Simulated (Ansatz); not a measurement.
**Sc3SiF: a trial structure relaxed**

The task: take a trial cell of Sc3SiF to zero force and stress.

Computed with Ansatz 0.2.0 (DFT PBE, scalar-relativistic, plane waves, PAW, unless a step's input says otherwise).

## Step 1: The system as given

Symmetry: P6_3/mmc, No. 194, hexagonal system. Conventional cell: a = 5.933 Å, b = 5.933 Å, c = 5.091 Å, α = 90.00°, β = 90.00°, γ = 120.00°. Sc (site symmetry mm2) is surrounded by 2 F at 2.09 Å and 8 Sc at 2.88 to 3.05 Å and 4 Si at 2.97 to 3.10 Å. Si (site symmetry -6m2) is surrounded by 12 Sc at 2.97 to 3.10 Å. F (site symmetry -3m) has 6 Sc at 2.09 Å as nearest neighbours.

Structure file:

```
Sc Si F
1.0
     5.93288    0.00000    0.00000
    -2.96644    5.13803    0.00000
     0.00000    0.00000    5.09105
Sc Si F
6 2 2
Direct
  0.83817 0.67634 0.25000
  0.83817 0.16183 0.25000
  0.67634 0.83817 0.75000
  0.16183 0.32366 0.75000
  0.32366 0.16183 0.25000
  0.16183 0.83817 0.75000
  0.33333 0.66667 0.25000
  0.66667 0.33333 0.75000
  0.00000 0.00000 0.50000
  0.00000 0.00000 0.00000
```

The cell is invented: species swapped into a database cell of TlCoCl3 (P6_3/mmc, No. 194), with Si on the Tl sites, F on the Co sites and Sc on the Cl sites. Its size is a rough estimate.

## Step 2: Probe: one point on a coarse mesh

The input, input.yaml:

```yaml
crystal:
  lattice:
    - [5.93288453, 0.0, 0.0]
    - [-2.96644227, 5.13802872, 0.0]
    - [0.0, 0.0, 5.09104841]
  atoms:
    - { symbol: Sc, position: [0.83816923, 0.67633846, 0.25] }
    - { symbol: Sc, position: [0.83816923, 0.16183077, 0.25] }
    - { symbol: Sc, position: [0.67633846, 0.83816923, 0.75] }
    - { symbol: Sc, position: [0.16183077, 0.32366154, 0.75] }
    - { symbol: Sc, position: [0.32366154, 0.16183077, 0.25] }
    - { symbol: Sc, position: [0.16183077, 0.83816923, 0.75] }
    - { symbol: Si, position: [0.33333333, 0.66666667, 0.25] }
    - { symbol: Si, position: [0.66666667, 0.33333333, 0.75] }
    - { symbol: F, position: [0.0, 0.0, 0.5] }
    - { symbol: F, position: [0.0, 0.0, 0.0] }
basis:
  ecutwfc: 420
kpoints:
  mp_grid: { grid: [3, 3, 4] }
hamiltonian:
  xc: pbe
scf:
  occupations: { method: gaussian, width: 0.1 }
  lower_state_search: "off"
output:
  forces: true
  stress: true
  eigenvalues: true
```

Launch:

```bash
> ansatz run input.yaml --threads 1 --pin off --max-ram 2560MiB --backend cpu --events-out ev --progress --plain --runs-dir out
```

Further runs follow: spin check on a coarse mesh; rough relaxation on the coarse mesh; final relaxation.

Before running it: what results should come out? Wanted: conventional cell; volume; energy over the elements; gap on the mesh.

The runs gave:

| quantity | value |
| --- | --- |
| symmetry at the end (tolerance 0.05 Å) | space group P6_3/mmc (No. 194) |
| conventional cell | a = 6.285 Å, b = 6.285 Å, c = 4.853 Å, α = 90.00°, β = 90.00°, γ = 120.00° |
| volume | 16.60 Å³/atom |
| energy over the elements (uncorrected; H, N, O, F and Cl as molecules) | -1.18 eV/atom |
| gap on the mesh | none (metal) |

**Reading.** The space group P6_3/mmc (No. 194) is kept, and the volume per atom grows by 7.0 % from the first guess. A negative formation energy is needed for stability but isn't enough; other structures and compounds were not set against it here. No finished test with a distortion of lower symmetry is shown, so the end may be a saddle point. Other magnetic orders were not searched.
